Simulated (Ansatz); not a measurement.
Task: a short molecular-dynamics run of C2HNSe, SMILES N=C=C=[Se], with Ansatz 0.2.0 through its Python package. Give the script and its output. Use (for the species named): PBE, def2-SVP basis, multiplicity 1, D4 dispersion.

```xyz
5

N     0.7529    1.2257    0.5205
C     0.1931    0.1487    0.1886
C    -0.3483   -0.9767   -0.1466
Se   -0.9666   -2.6018   -0.5903
H     0.4189    2.1304   -0.0136
```

Script `md_c2hnse.py`:
```python
'''Molecular dynamics of one C2HNSe molecule.'''

import ansatz as az
from ase import Atoms
import numpy as np


def main() -> None:
    atoms = Atoms(['N', 'C', 'C', 'Se', 'H'], positions=[
        [0.7529, 1.2257, 0.5205],
        [0.1931, 0.1487, 0.1886],
        [-0.3483, -0.9767, -0.1466],
        [-0.9666, -2.6018, -0.5903],
        [0.4189, 2.1304, -0.0136],
    ])
    c2hnse = az.Crystal.molecule_from_ase(atoms)

    base = c2hnse.calculation().basis(gaussian='def2-SVP').functional('pbe', dispersion='d4')
    symbols = [site.symbol for site in c2hnse.cartesian_sites]
    start = np.array([site.position_ang for site in c2hnse.cartesian_sites], dtype=float)
    data = base.relax(force_tolerance=0.02, max_steps=100).run().report
    end = np.array(data['positions_ang'])
    minimum = az.Crystal.molecule()
    for symbol, place in zip(symbols, end):
        minimum = minimum.atom(symbol, place.tolist())

    # dynamics from the relaxed geometry
    base = (
        minimum.calculation()
        .basis(gaussian='def2-SVP')
        .functional('pbe', dispersion='d4')
        .md('nvt_nose_hoover', timestep=1.0, steps=40, temperature=300, initial_velocities='maxwell_boltzmann', seed=40, thermostat_time=50)
    )
    frames = []
    out = base.session().plan().execute(on_event=lambda e: frames.append(e['data']) if e['event'] == 'md_step' else None)
    print('t (fs)   E_pot (eV)      E_kin (eV)   T (K)   d(0-1) (A)')
    for f in frames[::2]:
        xyz = np.array(f['positions_ang'])
        print(f'{f["time_fs"]:6.2f} {f["lagrangian_ev"]:14.5f} {f["e_kin_ev"]:10.5f} {f["temperature_k"]:8.1f} {np.linalg.norm(xyz[0] - xyz[1]):9.4f}')
    kept = np.array([f['conserved_ev'] for f in frames])
    print(f'conserved energy moves by at most {1000 * np.ptp(kept):.3f} meV')


if __name__ == '__main__':
    main()
```

Running `python md_c2hnse.py` prints:
```text
t (fs)   E_pot (eV)      E_kin (eV)   T (K)   d(0-1) (A)
  0.00   -68902.50631    0.11633    300.0    1.2575
  2.00   -68902.47222    0.08383    216.2    1.2386
  4.00   -68902.44516    0.05750    148.3    1.2310
  6.00   -68902.46178    0.07305    188.4    1.2392
  8.00   -68902.46647    0.07816    201.6    1.2577
 10.00   -68902.45236    0.06437    166.0    1.2751
 12.00   -68902.43123    0.04479    115.5    1.2822
 14.00   -68902.45554    0.06847    176.6    1.2760
 16.00   -68902.46996    0.08269    213.2    1.2606
 18.00   -68902.43016    0.04540    117.1    1.2443
 20.00   -68902.41585    0.03125     80.6    1.2350
 22.00   -68902.42707    0.04279    110.4    1.2378
 24.00   -68902.44032    0.05622    145.0    1.2503
 26.00   -68902.41922    0.03664     94.5    1.2636
 28.00   -68902.40089    0.02028     52.3    1.2682
 30.00   -68902.44324    0.06150    158.6    1.2608
 32.00   -68902.45030    0.07079    182.5    1.2480
 34.00   -68902.42224    0.04541    117.1    1.2403
 36.00   -68902.40966    0.03401     87.7    1.2447
 38.00   -68902.41984    0.04563    117.7    1.2606
 40.00   -68902.44243    0.06907    178.1    1.2805
conserved energy moves by at most 2.802 meV
```

Total energies depend on the basis set; only differences at equal settings carry meaning. The trajectory is only some femtoseconds long, so its temperature is not equilibrated; where the script doesn't relax first, it starts from a rough generated geometry. The temperature counts the internal degrees of freedom alone. With hydrogen a step over 0.5 fs is long. The whole script took 45 s on 1 thread of Intel(R) Xeon(R) 6975P-C (Granite Rapids), on a shared host, peak memory 0.22 GiB.

(Lines on the test bed's own set-up are left out of the output.)
